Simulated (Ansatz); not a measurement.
Predict the output of the script below (the Python package of Ansatz (0.2.0)).

`sini.py`:
```python
from collections import Counter
from pathlib import Path
import json

import ansatz
import numpy as np

vectors = np.array([
    [4.49678, 0.0, 0.0],
    [0.0, 4.49678, 0.0],
    [0.0, 0.0, 4.49678],
])
crystal = (
    ansatz.Lattice.of(vectors)
    .atom("Si", (0.8601, 0.8601, 0.8601))
    .atom("Si", (0.6399, 0.1399, 0.3601))
    .atom("Si", (0.3601, 0.6399, 0.1399))
    .atom("Si", (0.1399, 0.3601, 0.6399))
    .atom("Ni", (0.147, 0.147, 0.147), moment=1.0)
    .atom("Ni", (0.353, 0.853, 0.647), moment=-1.0)
    .atom("Ni", (0.647, 0.353, 0.853), moment=1.0)
    .atom("Ni", (0.853, 0.647, 0.353), moment=-1.0)
)

path = [
    ("G", (0.0, 0.0, 0.0)),
    ("X", (0.0, 0.5, 0.0)),
    ("M", (0.5, 0.5, 0.0)),
    ("G", (0.0, 0.0, 0.0)),
    ("R", (0.5, 0.5, 0.5)),
]
calc = (
    crystal.calculation()
    .functional(ansatz.Functional.PBESOL)
    .kpoints(5, 5, 5)
    .occupations("fermi_dirac")
    .spin("collinear")
    .scf(tolerance=1e-10)
    .band_structure([point for _, point in path], intervals=10)
    .scf(extra_bands=10)
    .density()
    .potential()
    .electron_localization_function()
    .output_files(volumetric_format="npy")
)
done = calc.run(events_out="events.ndjson")
report = done.report
with open("events.ndjson") as stream:
    kinds = Counter(json.loads(line)["event"] for line in stream)
print("events:", {kind: kinds[kind] for kind in ("scf_iter", "scf_done", "notice", "finished")})

print("%-22s %14.5f eV" % ("F = E - TS", report["free_energy_ev"]))
print("%-22s %14.5f eV" % ("E", report["internal_energy_ev"]))
print("%-22s %14.5f eV" % ("Harris-Foulkes", report["harris_foulkes_ev"]))
print("%-22s %14.5f eV" % ("Fermi level", report["fermi_energy_ev"]))

folder = Path(done.write_results("fields"))
print("densities in e/A^3, potentials in eV, ELF without unit")
for name in sorted(p.name for p in folder.glob("*.npy")):
    field = np.load(folder / name)
    print(f"{name:16s} {str(field.shape):16s} min {field.min():10.4f}  mean {field.mean():10.4f}  max {field.max():10.4f}")

print(f"net moment {report['magnetization_mub']:.3f} muB, absolute {report['absolute_magnetization_mub']:.3f} muB")
for index, (site, m) in enumerate(zip(done.lattice.sites, report["site_moments_mub"])):
    print(f"  {index:2d} {site.symbol:2s} {m:7.3f}")

bands = done.band_structure()
fermi = bands.fermi_energy_ev
print(f"zero of the bands: {fermi:.3f} eV, the Fermi level found on the SCF mesh")
for spin, channel in enumerate(bands.channels):
    print("channel", spin, "- computed levels within 8 eV of the Fermi level")
    for i, (label, _) in enumerate(path):
        levels = channel.eigenvalues_ev[i * 10] - fermi
        print(f"  {label:3s}", " ".join(f"{e:7.3f}" for e in levels if abs(e) < 8))
```

```console
$ python sini.py
DeckWarning: basis.ecutwfc = 420 eV, auto-derived from the records' recommended cutoffs: set by Si (normal level)
RunWarning: the starting moments were not kept: the SCF closed with an absolute magnetisation of 3.2e-9 μB, where they sum to 4 μB in size (4 sites). That is at most 0.1 of that sum. Measured as [...]
events: {'scf_iter': 17, 'scf_done': 1, 'notice': 3, 'finished': 1}
F = E - TS               -25709.62789 eV
E                        -25709.53297 eV
Harris-Foulkes           -25709.62789 eV
Fermi level                  16.44468 eV
densities in e/A^3, potentials in eV, ELF without unit
elf.npy          (32, 32, 32)     min     0.1474  mean     0.3805  max     0.7159
elf_dn.npy       (32, 32, 32)     min     0.1474  mean     0.3805  max     0.7159
elf_up.npy       (32, 32, 32)     min     0.1474  mean     0.3805  max     0.7159
rho.npy          (32, 32, 32)     min     0.0566  mean     0.9678  max    57.8039
rho_spin.npy     (32, 32, 32)     min    -0.0000  mean    -0.0000  max     0.0000
v_es.npy         (32, 32, 32)     min   -62.5384  mean     4.8482  max    18.5160
v_tot_dn.npy     (32, 32, 32)     min   -88.4801  mean    -7.5344  max     9.4602
v_tot_up.npy     (32, 32, 32)     min   -88.4801  mean    -7.5344  max     9.4602
net moment -0.000 muB, absolute 0.000 muB
   0 Si   0.000
   1 Si  -0.000
   2 Si   0.000
   3 Si  -0.000
   4 Ni  -0.000
   5 Ni   0.000
   6 Ni  -0.000
   7 Ni   0.000
zero of the bands: 16.445 eV, the Fermi level found on the SCF mesh
channel 0 - computed levels within 8 eV of the Fermi level
  G    -6.329  -6.329  -6.329  -4.804  -4.804  -4.804  -4.143  -4.110  -4.110  -3.732  -3.732  -3.732  -3.410  -3.410  -3.410  -2.263  -2.263  -2.263  -2.165  -2.165  -1.667  -1.667  -1.667   0.919   0.919   0.919   1.414   1.414   1.945   1.945   1.945   3.691   4.687   4.687
  X    -7.778  -7.778  -6.652  -6.652  -5.899  -5.899  -4.590  -4.590  -4.070  -4.070  -3.849  -3.849  -3.679  -3.679  -3.345  -3.345  -3.095  -3.095  -2.412  -2.412  -2.100  -2.100  -1.991  -1.991  -0.637  -0.637  -0.190  -0.190   2.914   2.914   2.994   2.994   3.295   3.295   4.307   4.307
  M    -5.860  -5.860  -5.348  -5.348  -5.134  -5.134  -4.503  -4.503  -3.684  -3.684  -3.354  -3.354  -3.075  -3.075  -3.000  -3.000  -2.793  -2.793  -2.364  -2.364  -1.512  -1.512  -0.995  -0.995   0.354   0.354   0.873   0.873   3.704   3.704   5.263   5.263   5.301   5.301
  G    -6.329  -6.329  -6.329  -4.804  -4.804  -4.804  -4.143  -4.110  -4.110  -3.732  -3.732  -3.732  -3.410  -3.410  -3.410  -2.263  -2.263  -2.263  -2.165  -2.165  -1.667  -1.667  -1.667   0.919   0.919   0.919   1.414   1.414   1.945   1.945   1.945   3.691   4.687   4.687
  R    -7.710  -7.710  -7.710  -7.710  -4.137  -4.137  -4.137  -4.137  -3.816  -3.816  -3.816  -3.816  -2.719  -2.719  -2.719  -2.719  -2.574  -2.574  -2.574  -2.574  -1.770  -1.770  -1.770  -1.770   4.114   4.114   4.114   4.114   4.584   4.584   4.584   4.584   6.301   6.301
channel 1 - computed levels within 8 eV of the Fermi level
  G    -6.329  -6.329  -6.329  -4.804  -4.804  -4.804  -4.143  -4.110  -4.110  -3.732  -3.732  -3.732  -3.410  -3.410  -3.410  -2.263  -2.263  -2.263  -2.165  -2.165  -1.667  -1.667  -1.667   0.919   0.919   0.919   1.414   1.414   1.945   1.945   1.945   3.691   4.687   4.687
  X    -7.778  -7.778  -6.652  -6.652  -5.899  -5.899  -4.590  -4.590  -4.070  -4.070  -3.849  -3.849  -3.679  -3.679  -3.345  -3.345  -3.095  -3.095  -2.412  -2.412  -2.100  -2.100  -1.991  -1.991  -0.637  -0.637  -0.190  -0.190   2.914   2.914   2.994   2.994   3.295   3.295   4.307   4.307
  M    -5.860  -5.860  -5.348  -5.348  -5.134  -5.134  -4.503  -4.503  -3.684  -3.684  -3.354  -3.354  -3.075  -3.075  -3.000  -3.000  -2.793  -2.793  -2.364  -2.364  -1.512  -1.512  -0.995  -0.995   0.354   0.354   0.873   0.873   3.704   3.704   5.263   5.263   5.301   5.301
  G    -6.329  -6.329  -6.329  -4.804  -4.804  -4.804  -4.143  -4.110  -4.110  -3.732  -3.732  -3.732  -3.410  -3.410  -3.410  -2.263  -2.263  -2.263  -2.165  -2.165  -1.667  -1.667  -1.667   0.919   0.919   0.919   1.414   1.414   1.945   1.945   1.945   3.691   4.687   4.687
  R    -7.710  -7.710  -7.710  -7.710  -4.137  -4.137  -4.137  -4.137  -3.816  -3.816  -3.816  -3.816  -2.719  -2.719  -2.719  -2.719  -2.574  -2.574  -2.574  -2.574  -1.770  -1.770  -1.770  -1.770   4.114   4.114   4.114   4.114   4.584   4.584   4.584   4.584   6.301   6.301
```
(Warnings from the package without file and line, shortened.)

Notes:
- Total energies depend on the potentials; only differences at equal settings carry meaning. A total without «per atom» is that of the cell as typed.
- The SCF didn't keep the moments it started from (some shrank, vanished or turned); what is printed is the state reached.
- The computed bands are complete only to about 4.5 eV above the Fermi level.
- For a metal this k-point mesh is coarse: on a finer one energies can move by several to tens of meV an atom and pressures by half a GPa or more, differences at one mesh by less.
- An absolute Fermi energy rests on an arbitrary zero of the periodic potential and has no direct meaning.
- Grid values close to the nuclei reflect the PAW or pseudopotential construction, not the all-electron fields.
- The structure is a deposited one; some such entries were measured under pressure or heat, so a shift against it needn't be the functional's error alone.
- Gaps and levels are Kohn-Sham values on a finite set of k-points.
- It ran for 2.7 min on 1 thread of Intel(R) Xeon(R) Processor @ 2.30GHz (shared host), peak memory 0.82 GiB.
